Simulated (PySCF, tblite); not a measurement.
# C6H11FGeO2: geometry, infrared bands and NMR shifts

Wanted: the infrared bands and NMR shifts of C6H11FGeO2 (`[CH3][Ge@@H]1[C@@H](CF)C[C@@H]1OC=O`), by calculation.

The runs use tblite 0.8.0 and PySCF 2.14.0, with density-fitted response routines of our own; the level of theory stands in each step. All values are computed, except where a source is named. Atoms are numbered from 0 throughout.

### 1 The starting structure

21 atoms, charge 0, multiplicity 1; geometry from: force field or distance geometry start.

Bonds of the start (Å): C0–Ge1 1.93, Ge1–C2 1.94, C2–C3 1.53, C3–F4 1.37, C2–C5 1.52, C5–C6 1.54, C6–O7 1.43, O7–C8 1.39, C8–O9 1.25, C6–Ge1 1.95, C0–H10 1.12, C0–H11 1.10, C0–H12 1.12, Ge1–H13 1.55, C2–H14 1.13, C3–H15 1.13, C3–H16 1.11, C5–H17 1.12, C5–H18 1.12, C6–H19 1.11, C8–H20 1.09.

### 2 Optimising the geometry with GFN2-xTB

The job: settings as JSON, then the geometry in Å.

```
{"job": {"kind": "relax", "xc": "GFN2-xTB", "basis": "xTB"}, "charge": 0, "multiplicity": 1}
C     -0.400200     2.064800    -1.082800
Ge    -0.104400     0.154100    -1.012200
C     -1.218300    -0.719900     0.320900
C     -1.878200    -1.978300    -0.239900
F     -2.819400    -1.655400    -1.181500
C     -0.089400    -0.996700     1.301800
C      1.045700    -0.374500     0.471300
O      1.615400     0.758400     1.138100
C      2.687300     1.475100     0.610200
O      3.212100     1.149600    -0.480000
H     -1.320300     2.267900    -1.687000
H      0.462300     2.560000    -1.548700
H     -0.556700     2.463200    -0.044700
H      0.116300    -0.641100    -2.321400
H     -1.980400    -0.002500     0.739700
H     -2.386800    -2.528500     0.605800
H     -1.115000    -2.652000    -0.683400
H      0.088600    -2.086400     1.477200
H     -0.243000    -0.456300     2.271400
H      1.818400    -1.124800     0.189200
H      3.057200     2.340400     1.155500
```

Launch:

```
$ OMP_NUM_THREADS=1 python probes_run.py task.json out
```

The driver reads the jobs from task.json and runs them one after another.

Output:

```text
step      E/eV     max force
  0    -903.02374    4.419
  1    -903.38308    4.101
  2    -903.53623    1.541
  3    -903.60937    0.804
  4    -903.70691    0.592
  5    -903.73740    0.560
  6    -903.76658    0.318
  7    -903.78152    0.272
  8    -903.79719    0.291
  9    -903.80678    0.255
 10    -903.81472    0.220
 11    -903.82133    0.183
 12    -903.82806    0.191
 13    -903.83423    0.193
 14    -903.83979    0.196
 15    -903.84491    0.169
 16    -903.84980    0.164
 17    -903.85469    0.182
 18    -903.86050    0.196
 19    -903.86823    0.260
 20    -903.87760    0.321
 21    -903.88664    0.278
 22    -903.89461    0.210
 23    -903.90207    0.209
 24    -903.91018    0.252
 25    -903.91896    0.418
 26    -903.92425    0.384
 27    -903.93184    0.310
 28    -903.93648    0.292
 29    -903.94079    0.175
 30    -903.94445    0.139
 31    -903.94773    0.104
 32    -903.95023    0.177
 33    -903.95249    0.121
 34    -903.95505    0.184
 35    -903.95757    0.149
 36    -903.96039    0.100
 37    -903.96182    0.083
 38    -903.96377    0.095
 39    -903.96526    0.080
 40    -903.96679    0.082
 41    -903.96816    0.078
 42    -903.96949    0.088
 43    -903.97066    0.085
 44    -903.97171    0.072
 45    -903.97263    0.069
 46    -903.97351    0.074
 47    -903.97441    0.093
 48    -903.97541    0.091
 49    -903.97648    0.096
 50    -903.97750    0.105
 51    -903.97839    0.076
 52    -903.97922    0.090
 53    -903.98004    0.104
 54    -903.98090    0.080
 55    -903.98186    0.084
 56    -903.98249    0.083
 57    -903.98337    0.097
 58    -903.98424    0.092
 59    -903.98495    0.056
 60    -903.98542    0.053
 61    -903.98591    0.067
 62    -903.98670    0.107
 63    -903.98804    0.127
 64    -903.98995    0.109
 65    -903.99200    0.098
 66    -903.99373    0.077
 67    -903.99514    0.078
 68    -903.99633    0.083
 69    -903.99739    0.073
 70    -903.99792    0.243
 71    -903.99905    0.082
 72    -903.99992    0.068
 73    -904.00119    0.067
 74    -904.00224    0.080
 75    -904.00346    0.067
 76    -904.00442    0.067
 77    -904.00519    0.071
 78    -904.00578    0.062
 79    -904.00629    0.059
 80    -904.00686    0.060
 81    -904.00757    0.069
 82    -904.00837    0.069
 83    -904.00902    0.060
 84    -904.00952    0.050
 85    -904.01006    0.053
 86    -904.01091    0.079
 87    -904.01214    0.095
 88    -904.01353    0.088
 89    -904.01483    0.088
 90    -904.01625    0.089
 91    -904.01784    0.135
 92    -904.02008    0.137
 93    -904.02240    0.088
 94    -904.02355    0.070
 95    -904.02451    0.070
 96    -904.02550    0.061
 97    -904.02659    0.074
 98    -904.02758    0.060
 99    -904.02838    0.058
100    -904.02910    0.066
101    -904.02989    0.073
102    -904.03071    0.077
103    -904.03144    0.054
104    -904.03201    0.057
105    -904.03244    0.055
106    -904.03288    0.051
107    -904.03321    0.045
108    -904.03340    0.028
109    -904.03350    0.035
110    -904.03357    0.032
111    -904.03367    0.028
112    -904.03379    0.030
113    -904.03394    0.026
114    -904.03410    0.035
115    -904.03425    0.032
116    -904.03439    0.028
117    -904.03455    0.029
118    -904.03474    0.031
119    -904.03494    0.034
120    -904.03512    0.028
121    -904.03526    0.026
122    -904.03536    0.018
123    -904.03543    0.019
124    -904.03546    0.011
125    -904.03548    0.009
```

Run time: 2 s. Hardware: 1 thread of Arm Neoverse N1, shared host; peak memory 0.18 GiB.

Relaxation path: (not every step is listed)

| step | energy from step 0 (eV) | largest force (eV/Å) |
| --- | --- | --- |
| 0 | 0.0000 | 4.4191 |
| 1 | -0.3593 | 4.1006 |
| 2 | -0.5125 | 1.5413 |
| 3 | -0.5856 | 0.8036 |
| 4 | -0.6832 | 0.5917 |
| 5 | -0.7137 | 0.5598 |
| 6 | -0.7428 | 0.3182 |
| 7 | -0.7578 | 0.2719 |
| 8 | -0.7735 | 0.2913 |
| 19 | -0.8445 | 0.2598 |
| 30 | -0.9207 | 0.1393 |
| 41 | -0.9444 | 0.0785 |
| 52 | -0.9555 | 0.0904 |
| 63 | -0.9643 | 0.1275 |
| 74 | -0.9785 | 0.0804 |
| 85 | -0.9863 | 0.0532 |
| 96 | -1.0018 | 0.0614 |
| 107 | -1.0095 | 0.0450 |
| 118 | -1.0110 | 0.0315 |
| 120 | -1.0114 | 0.0283 |
| 121 | -1.0115 | 0.0263 |
| 122 | -1.0116 | 0.0179 |
| 123 | -1.0117 | 0.0188 |
| 124 | -1.0117 | 0.0112 |
| 125 | -1.0117 | 0.0095 |

Distances of close pairs at the start and the end, largest changes first:

| bond | before (Å) | after (Å) | change (Å) |
| --- | --- | --- | --- |
| Ge1–C2 | 1.945 | 2.041 | +0.096 |
| O7–C8 | 1.393 | 1.306 | -0.087 |
| Ge1–C6 | 1.950 | 2.031 | +0.081 |
| C8–O9 | 1.253 | 1.204 | -0.049 |
| C0–Ge1 | 1.935 | 1.982 | +0.048 |
| C2–H14 | 1.127 | 1.090 | -0.038 |
| C0–H12 | 1.123 | 1.087 | -0.036 |
| Ge1–H13 | 1.548 | 1.512 | -0.035 |

The final coordinates are the input of the step that follows.

### 3 Infrared spectrum with GFN2-xTB

The job: settings as JSON, then the geometry in Å.

```
{"job": {"kind": "ir", "xc": "GFN2-xTB", "basis": "xTB"}, "charge": 0, "multiplicity": 1}
C     -0.445426     2.249643    -0.938680
Ge    -0.077540     0.301877    -0.958523
C     -1.321586    -0.720238     0.295895
C     -1.591864    -2.110675    -0.238903
F     -2.042125    -2.014324    -1.541867
C     -0.242658    -0.707138     1.394285
C      1.020440    -0.488187     0.556790
O      2.007120     0.340722     1.169092
C      2.632626     1.134723     0.342051
O      2.451429     1.216542    -0.845484
H     -1.398690     2.446649    -1.420084
H      0.335015     2.788480    -1.464472
H     -0.493969     2.608584     0.086104
H      0.187458    -0.271718    -2.332544
H     -2.258397    -0.263698     0.613929
H     -2.363711    -2.651417     0.319764
H     -0.674610    -2.706310    -0.281204
H     -0.223154    -1.605811     2.012915
H     -0.386695     0.154821     2.046369
H      1.506962    -1.433130     0.300431
H      3.370456     1.747548     0.883665
```

Output:

```text
mode    cm-1     km/mol
  1      43.0      2.58
  2      77.0      2.14
  3      87.8      1.39
  4     103.3      0.48
  5     120.2      0.17
  6     137.0     15.20
  7     150.7      1.77
  8     175.8     13.80
  9     241.2      4.11
 10     305.6     13.28
 11     351.1     11.45
 12     383.1      6.72
 13     442.0     20.14
 14     490.8     19.06
 15     523.6     20.74
 16     559.1     61.01
 17     570.2     13.98
 18     597.5     74.75
 19     624.7     71.62
 20     779.7     42.38
 21     786.0     67.20
 22     799.2    100.49
 23     870.4      6.12
 24     927.2      3.35
 25     931.5      9.59
 26     957.6     20.96
 27    1007.1     72.56
 28    1023.3     14.21
 29    1057.5     19.28
 30    1066.5      1.03
 31    1117.5     21.22
 32    1136.7      5.92
 33    1173.8     39.11
 34    1199.8     70.70
 35    1208.2     50.17
 36    1259.3      2.48
 37    1284.9      3.48
 38    1299.9      0.79
 39    1301.9      6.71
 40    1325.8     10.29
 41    1344.1     15.24
 42    1440.9      0.82
 43    1446.6      2.18
 44    1452.5      0.28
 45    1481.0      2.34
 46    1726.0    378.13
 47    1912.1    380.64
 48    2846.2     84.76
 49    2914.5     31.38
 50    2924.0     44.13
 51    2939.7     29.60
 52    2968.6     55.11
 53    2971.5     58.05
 54    2993.0     39.48
 55    3013.0     20.29
 56    3025.5     13.74
 57    3046.1      9.16
```

Run time: 1.7 s. Hardware: 1 thread of Arm Neoverse N1, shared host; peak memory 0.18 GiB.

Which atoms move in the most intense modes:

| cm⁻¹ | km/mol | atoms |
| --- | --- | --- |
| 598 | 74.8 | H13 32 %, C2 29 % |
| 625 | 71.6 | H13 23 %, C2 18 %, C6 12 % |
| 799 | 100.5 | H12 38 %, H11 25 %, C0 16 %, H13 11 % |
| 1007 | 72.6 | C3 49 %, F4 33 % |
| 1200 | 70.7 | O7 24 %, C8 16 %, H15 10 % |
| 1726 | 378.1 | C8 61 %, O9 37 % |
| 1912 | 380.6 | H13 98 % |
| 2846 | 84.8 | H20 93 % |

### 4 Nuclear shieldings: PBE0/pcSseg-1

The job, as its differences from that of step 3:

```diff
@@ -1,2 +1,2 @@
-{"job": {"kind": "ir", "xc": "GFN2-xTB", "basis": "xTB"}, "charge": 0, "multiplicity": 1}
+{"job": {"kind": "nmr", "xc": "PBE0", "basis": "pcSseg-1"}, "charge": 0, "multiplicity": 1}
 C     -0.445426     2.249643    -0.938680
```

Level: GIAO PBE0/pcSseg-1 NMR shielding, non-relativistic, gas phase.

Output:

```text
coarse grid: 81352 points
cycle   1  E = -2561.2498521910  dE =  7.608e-01  |g| = 1.278e+00  |ddm| = 4.214e+00
cycle   2  E = -2560.9221108504  dE =  3.277e-01  |g| = 1.832e+00  |ddm| = 1.767e+00
cycle   3  E = -2561.4338158075  dE = -5.117e-01  |g| = 4.097e-01  |ddm| = 1.263e+00
cycle   4  E = -2561.4614994428  dE = -2.768e-02  |g| = 1.223e-01  |ddm| = 3.085e-01
cycle   5  E = -2561.4638481672  dE = -2.349e-03  |g| = 3.528e-02  |ddm| = 8.902e-02
cycle   6  E = -2561.4640488507  dE = -2.007e-04  |g| = 7.608e-03  |ddm| = 2.513e-02
cycle   7  E = -2561.4640582597  dE = -9.409e-06  |g| = 1.708e-03  |ddm| = 7.041e-03
final grid: 173400 points
cycle   8  E = -2561.4639872334  dE =  4.572e-07  |g| = 2.437e-03  |ddm| = 5.222e-03
cycle   9  E = -2561.4639846991  dE =  2.534e-06  |g| = 4.339e-03  |ddm| = 5.268e-03
cycle  10  E = -2561.4639884826  dE = -3.783e-06  |g| = 6.427e-04  |ddm| = 3.188e-03
cycle  11  E = -2561.4639885630  dE = -8.044e-08  |g| = 9.691e-05  |ddm| = 5.038e-04
cycle  12  E = -2561.4639885648  dE = -1.747e-09  |g| = 1.374e-05  |ddm| = 8.105e-05
cycle  13  E = -2561.4639885648  dE = -3.138e-11  |g| = 5.855e-06  |ddm| = 1.288e-05
converged SCF energy = -2561.4639885648

GIAO shielding tensors (ppm)
atom      isotropic    diamagn.    paramagn.     s11        s22        s33       span
  0 C      188.106     251.514     -63.409    173.806    193.635    196.876     23.070
  1 Ge    1377.431    2756.930   -1379.499   1297.110   1393.580   1441.603    144.493
  2 C      144.479     252.796    -108.317    120.296    145.209    167.931     47.635
  3 C       98.412     243.788    -145.376     55.249     83.542    156.445    101.196
  4 F      387.519     475.882     -88.363    320.748    378.918    462.892    142.144
  5 C      155.311     250.954     -95.644    138.922    154.209    172.802     33.880
  6 C      110.725     256.810    -146.085     81.420    107.382    143.372     61.952
  7 O      100.463     399.359    -298.896    -75.195    145.362    231.224    306.419
  8 C       18.952     247.417    -228.465    -76.933     56.390     77.398    154.331
  9 O      -99.572     404.693    -504.265   -401.426   -210.702    313.411    714.837
 10 H       31.295      29.810       1.484     25.892     27.999     39.993     14.101
 11 H       31.145      29.747       1.398     25.373     28.898     39.165     13.792
 12 H       31.095      32.178      -1.083     26.140     29.555     37.588     11.448
 13 H       26.053      30.393      -4.340     19.520     21.716     36.925     17.405
 14 H       29.186      33.356      -4.169     25.163     27.485     34.911      9.748
 15 H       26.426      28.226      -1.800     21.812     26.673     30.792      8.980
 16 H       27.340      30.603      -3.263     23.042     28.894     30.084      7.042
 17 H       29.456      31.526      -2.070     24.943     27.312     36.115     11.172
 18 H       29.594      32.935      -3.342     26.779     27.381     34.621      7.842
 19 H       27.215      33.983      -6.768     22.389     28.904     30.352      7.963
 20 H       23.643      25.592      -1.950     19.007     23.020     28.901      9.893
```

Run time: 2.1 min. Hardware: 1 thread of Arm Neoverse N1, shared host; peak memory 1.1 GiB.

The references, computed at this level on geometries of the same kind, shield at (ppm): 1H TMS 31.72, 13C TMS 186.9, 19F CFCl3 170.9, 17O H2O 336.1, 73Ge GeMe4 1331. Their shielding less the atom's gives the shift. The references are single molecules in the gas phase, so shifts against H2O, NH3, PH3, H3PO4 or CFCl3 are not on the usual liquid scales and can be off by tens of ppm. Atoms listed in one row are averaged.

| atoms | environment | σ (ppm) | δ (ppm) |
| --- | --- | --- | --- |
| C8 | ester carbonyl carbon | 19.0 | 168.0 |
| C3 | sp3 CH2 bonded to F | 98.4 | 88.5 |
| C6 | sp3 CH bonded to Ge and O | 110.7 | 76.2 |
| C2 | sp3 CH bonded to Ge | 144.5 | 42.4 |
| C5 | sp3 CH2 in a ring | 155.3 | 31.6 |
| C0 | methyl carbon bonded to Ge | 188.1 | -1.2 |
| H20 | hydrogen on an ester carbonyl carbon | 23.64 | 8.07 |
| H13 | hydrogen on a germanium bonded to 3 C, in a 4-membered ring | 26.05 | 5.66 |
| H15 | hydrogen on an sp3 CH2 bonded to F | 26.43 | 5.29 |
| H19 | hydrogen on an sp3 CH bonded to Ge and O | 27.21 | 4.50 |
| H16 | hydrogen on an sp3 CH2 bonded to F | 27.34 | 4.38 |
| H14 | hydrogen on an sp3 CH bonded to Ge | 29.19 | 2.53 |
| H17 | hydrogen on an sp3 CH2 in a ring | 29.46 | 2.26 |
| H18 | hydrogen on an sp3 CH2 in a ring | 29.59 | 2.12 |
| H10, H11, H12 | hydrogen on a methyl carbon bonded to Ge | 31.18 | 0.54 |
| Ge1 | germanium bonded to 3 C, H, in a 4-membered ring | 1377 | -46 |
| F4 | fluorine on an sp3 carbon | 387.5 | -216.6 |
| O9 | ester carbonyl oxygen | -99.6 | 435.7 |
| O7 | ester alkoxy oxygen | 100.5 | 235.6 |

Charges from the same density, by scheme (e):

| atoms | Mulliken | IAO | Hirshfeld | ESP fit |
| --- | --- | --- | --- | --- |
| C0 | -0.52 | -0.66 | -0.20 | -0.65 |
| Ge1 | 0.60 | 0.76 | 0.36 | 0.58 |
| C2 | -0.59 | -0.37 | -0.12 | -0.23 |
| C3 | 0.26 | 0.05 | 0.01 | 0.08 |
| F4 | -0.35 | -0.34 | -0.13 | -0.27 |
| C5 | -0.10 | -0.27 | -0.09 | -0.28 |
| C6 | -0.19 | -0.17 | -0.04 | 0.22 |
| O7 | -0.41 | -0.31 | -0.09 | -0.44 |
| C8 | 0.46 | 0.40 | 0.18 | 0.59 |
| O9 | -0.44 | -0.45 | -0.23 | -0.55 |

Mayer bond orders: C0–Ge1 1.03, Ge1–C2 0.85, C2–C3 0.98, C3–F4 0.86, C2–C5 0.96, C5–C6 0.96, C6–O7 0.78, O7–C8 1.19, C8–O9 1.86, C6–Ge1 0.84.

Ring of atoms Ge1, C2, C5, C6: NICS(0) -1.7, NICS(1) -1.5, NICS(1)zz 2.9 ppm (means of both faces).

### 5 Outcome

```
                                                              quantity                                                     value
                             strongest single infrared mode (GFN2-xTB)                                     1912 cm⁻¹, 381 km/mol
                                          zero-point energy (GFN2-xTB)                                             98.6 kcal/mol
                                13C shifts against TMS (PBE0/pcSseg-1)                   168.0, 88.5, 76.2, 42.4, 31.6, -1.2 ppm
1H shifts against TMS (PBE0/pcSseg-1, means over atoms taken as alike)  8.07, 5.66, 5.29, 4.50, 4.38, 2.53, 2.26, 2.12, 0.54 ppm
                             73Ge shifts against GeMe4 (PBE0/pcSseg-1)                                                   -46 ppm
                              19F shifts against CFCl3 (PBE0/pcSseg-1)                                                -216.6 ppm
                                17O shifts against H2O (PBE0/pcSseg-1)                                          435.7, 235.6 ppm
```

Over 125 steps the energy fell by 1.012 eV; of the close pairs, Ge1–C2 changed most, 1.945 to 2.041 Å. All 57 modes are real, so the xTB geometry is a minimum. The strongest single mode, at 1912 cm⁻¹, moves mainly H13. Unscaled tight-binding wavenumbers are off by several per cent, some by more. Its intensities can rank the bands wrongly. At PBE0/pcSseg-1: The widest tensor belongs to O9: span 715 ppm, with a paramagnetic part of -504 ppm. Spin-orbit coupling is left out, which matters for shieldings and couplings at and beside the heavy atoms.
